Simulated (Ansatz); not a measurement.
# MnSi: the cost of one run

Computed with Ansatz 0.2.0 (DFT LDA, scalar-relativistic, plane waves, PAW, unless a step's input says otherwise).

The COD entry's cell or inner coordinates are ideal or old and differ from later refinements, so a difference from it is no clean test against experiment.

### Step 1. The system as given

Symmetry: P2_13, No. 198, cubic system. The conventional cell has a = 4.431 Å, b = 4.431 Å, c = 4.431 Å, α = 90.00°, β = 90.00°, γ = 90.00°. Mn (site symmetry 3) has 7 Si at 2.24 to 2.47 Å as nearest neighbours. Si (site symmetry 3) is surrounded by 7 Mn at 2.24 to 2.47 Å.

As a file:

```cif
data_structure
_symmetry_space_group_name_H-M 'P2_13'
_symmetry_Int_Tables_number 198
_cell_length_a 4.4307
_cell_length_b 4.4307
_cell_length_c 4.4307
_cell_angle_alpha 90.000
_cell_angle_beta 90.000
_cell_angle_gamma 90.000
_cell_volume 86.98
loop_
_atom_site_label
_atom_site_type_symbol
_atom_site_symmetry_multiplicity
_atom_site_Wyckoff_symbol
_atom_site_fract_x
_atom_site_fract_y
_atom_site_fract_z
_atom_site_occupancy
Mn1 Mn 4 a 0.13724 0.13724 0.13724 1
Si1 Si 4 a 0.84536 0.84536 0.84536 1
```

This cell comes from an earlier session at LDA: 10.872 Å³/atom at -0.03 GPa, on a 8×8×8 mesh.

### Step 2. Ferrimagnetic, in the cell as typed

Input file input.yaml:

```yaml
crystal:
  lattice:
    - [4.4307073848, 0.0, 0.0]
    - [0.0, 4.4307073848, 0.0]
    - [0.0, 0.0, 4.4307073848]
  atoms:
    - { symbol: Mn, position: [0.1372428116, 0.1372428116, 0.1372428116], spin: 3.5 }
    - { symbol: Mn, position: [0.3627571884, 0.8627571884, 0.6372428116], spin: 3.5 }
    - { symbol: Mn, position: [0.6372428116, 0.3627571884, 0.8627571884], spin: 3.5 }
    - { symbol: Mn, position: [0.8627571884, 0.6372428116, 0.3627571884], spin: -3.5 }
    - { symbol: Si, position: [0.8453577797, 0.8453577797, 0.8453577797] }
    - { symbol: Si, position: [0.6546422203, 0.1546422203, 0.3453577797] }
    - { symbol: Si, position: [0.3453577797, 0.6546422203, 0.1546422203] }
    - { symbol: Si, position: [0.1546422203, 0.3453577797, 0.6546422203] }
basis:
  ecutwfc: 420
  ecutrho_ratio: 4
kpoints:
  mp_grid: { grid: [8, 8, 8] }
hamiltonian:
  xc: lda
scf:
  occupations: { method: gaussian, width: 0.05 }
  lower_state_search: "off"
output:
  forces: true
  stress: true
  eigenvalues: true
  populations: true
magnetization:
  spin_polarized: true
```

Command:

```
ansatz run input.yaml --threads 4 --pin off --max-ram 10240MiB --backend cpu --events-out ev --progress --plain --runs-dir out
```

Q: Estimate wall time and peak memory on 4 threads of Intel Xeon Platinum 8375C at 2.90GHz (Ice Lake), shared host.

About 52 s, with a peak of 0.89 GiB.
